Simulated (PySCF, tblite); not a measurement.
# C6H8FOSi radical: geometry, infrared bands and EPR parameters

Aim: predict the infrared bands and EPR parameters of C6H8FOSi radical (`C#C[C@@H]1[CH]OC[C@H](F)[SiH2]1`).

Programs: tblite 0.8.0 and PySCF 2.14.0, with density-fitted response routines of our own. Each step states its level of theory. These are calculated values for one molecule in the gas phase, unless marked as measured. Atoms count from 0, in the outputs and in this text.

## (1) The molecule as given

17 atoms, charge 0, multiplicity 2; geometry from: force field or distance geometry start.

Bonds of the start (Å): C0–C1 1.21, C1–C2 1.47, C2–C3 1.50, C3–O4 1.37, O4–C5 1.44, C5–C6 1.53, C6–F7 1.36, C6–Si8 1.87, Si8–C2 1.91, C0–H9 1.05, C2–H10 1.09, C3–H11 1.10, C5–H12 1.09, C5–H13 1.11, C6–H14 1.10, Si8–H15 1.51, Si8–H16 1.49.

## (2) Geometry optimisation with GFN2-xTB

Job settings and geometry (Å):

```
{"job": {"kind": "relax", "xc": "GFN2-xTB", "basis": "xTB"}, "charge": 0, "multiplicity": 2}
C      3.018000    -0.361900    -0.432800
C      1.968900    -0.429400     0.163300
C      0.715100    -0.540200     0.926400
C     -0.127500    -1.620700     0.304600
O     -1.120000    -1.439600    -0.615000
C     -1.142200    -0.162600    -1.279900
C     -1.499400     0.968000    -0.317100
F     -1.566300     2.142300    -0.999700
Si    -0.219700     1.117200     1.044500
H      3.923500    -0.296400    -0.965100
H      0.937100    -0.831700     1.952100
H     -0.125000    -2.650200     0.680200
H     -1.906700    -0.212300    -2.051300
H     -0.184100     0.013900    -1.803400
H     -2.485200     0.783400     0.134600
H     -0.888800     1.248200     2.386500
H      0.695300     2.284000     0.862100
```

The run is started by

```bash
OMP_NUM_THREADS=1 python probes_run.py task.json out
```

The driver reads the jobs from task.json and runs them one after another.

**Question.** This job is followed by: GFN2-xTB harmonic vibrations, gas phase; UKS B3LYP, pcH-1 on C F H O Si, non-relativistic, mean-field spin-orbit, GIAO. Predict these results of the whole session: strongest single infrared mode (GFN2-xTB); zero-point energy (GFN2-xTB); g(iso) (B3LYP); ⟨S²⟩; largest a(iso); potential on the surface of density 0.002 e/bohr³, 1st and 99th percentile.

**Answer**, as computed:

```
                                                                  quantity                  value
                                 strongest single infrared mode (GFN2-xTB)  2253 cm⁻¹, 324 km/mol
                                              zero-point energy (GFN2-xTB)          73.7 kcal/mol
                                                            g(iso) (B3LYP)                2.00334
                                                                      ⟨S²⟩     0.754 (exact 0.75)
                                                            largest a(iso)   13C on C3, 105.3 MHz
potential on the surface of density 0.002 e/bohr³, 1st and 99th percentile     -1.03 V and 1.40 V
```

In words: Over 96 steps the energy fell by 0.295 eV; of the close pairs, C6–Si8 changed most, 1.875 to 1.927 Å. No mode is imaginary among the 45: a minimum at this level. The strongest single mode, at 2253 cm⁻¹, moves mainly H16. Unscaled tight-binding wavenumbers are off by several per cent, some by more. Its intensities can rank the bands wrongly. C3 carries the largest spin population, 0.83 e. The isotropic g lies 1.0 ppt above the free-electron value.
